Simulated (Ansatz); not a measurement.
This script drives Ansatz 0.2.0 through its Python package.

The script, `run_scan.py`:
```python
# -*- coding: utf-8 -*-
"""Potential curve of C2H6GeO along one bond."""

import ansatz as az
from ase import Atoms
import numpy as np

BASIS = "def2-SVP"
FUNCTIONAL = "b3lyp"


def main():
    atoms = Atoms(["C", "C", "Ge", "O", "H", "H", "H", "H", "H", "H"], positions=[
        (-1.1033, 0.3161, -0.0331),
        (-0.1101, -0.4392, 0.7201),
        (1.1274, -1.2602, -0.5247),
        (2.0667, 0.0194, -1.4596),
        (-1.7113, -0.3123, -0.7513),
        (-1.867, 0.8357, 0.6686),
        (-0.6378, 1.1716, -0.6264),
        (-0.5655, -1.2146, 1.308),
        (0.4496, 0.2534, 1.4528),
        (2.4344, 0.5789, -0.7514),
    ])
    mol = az.Crystal.molecule_from_ase(atoms)

    symbols = [site.symbol for site in mol.cartesian_sites]
    start = np.array([site.position_ang for site in mol.cartesian_sites])
    axis = (start[0] - start[1]) / np.linalg.norm(start[0] - start[1])
    moving = [0, 4, 5, 6]
    lengths, energies = [1.283, 1.341, 1.399, 1.457, 1.516, 1.574, 1.632, 1.72], []
    for length in lengths:
        xyz = start.copy()
        xyz[moving] += (length - np.linalg.norm(start[0] - start[1])) * axis
        point = az.Crystal.molecule()
        for symbol, place in zip(symbols, xyz):
            point = point.atom(symbol, place.tolist())
        job = (
            point.calculation()
            .basis(gaussian=BASIS)
            .functional(FUNCTIONAL)
        )
        report = job.run(threads=1).report
        energies.append(report["free_energy_ev"])
        print(f"r = {length:6.3f} A  E = {energies[-1]:.5f} eV  <S^2> = {abs(report['mean_field']['state']['spin_squared']):.3f}")

    # quartic fit about the minimum
    fit = np.polynomial.Polynomial.fit(lengths, np.array(energies) - min(energies), 4).convert()
    roots = [r.real for r in fit.deriv().roots() if abs(r.imag) < 1e-9 and fit.deriv(2)(r.real) > 0]
    r_e = min(roots, key=lambda r: abs(r - lengths[int(np.argmin(energies))]))
    print(f"minimum of the fit at {r_e:.4f} A, force constant {fit.deriv(2)(r_e):.2f} eV/A^2")


if __name__ == "__main__":
    main()
```

It is started by `python run_scan.py`. How long does it take on 1 thread of Arm Neoverse V2, on a shared host, and how much memory does it need?

It took about 25 s, with a peak of 0.28 GiB, for 8 runs of the engine.

```console
$ python run_scan.py
r =  1.283 A  E = -60726.31093 eV  <S^2> = 0.000
r =  1.341 A  E = -60726.95136 eV  <S^2> = 0.000
r =  1.399 A  E = -60727.35498 eV  <S^2> = 0.000
r =  1.457 A  E = -60727.57986 eV  <S^2> = 0.000
r =  1.516 A  E = -60727.67112 eV  <S^2> = 0.000
r =  1.574 A  E = -60727.66027 eV  <S^2> = 0.000
r =  1.632 A  E = -60727.57606 eV  <S^2> = 0.000
r =  1.720 A  E = -60727.35177 eV  <S^2> = 0.000
minimum of the fit at 1.5367 A, force constant 25.95 eV/A^2
```

Total energies depend on the basis set; only differences at equal settings carry meaning. The rest of the molecule is held rigid at a force-field or estimated start geometry, and the basis set is modest; single-reference methods fail as a bond breaks. b3lyp holds the VWN-RPA fit, as in Gaussian; the form of ORCA and Turbomole is b3lyp5. The orbitals are restricted, so S² is zero by construction.

(A comment or docstring line of the script was reworded after the run, the code is as it ran; lines on the test bed's own set-up are left out of the output.)
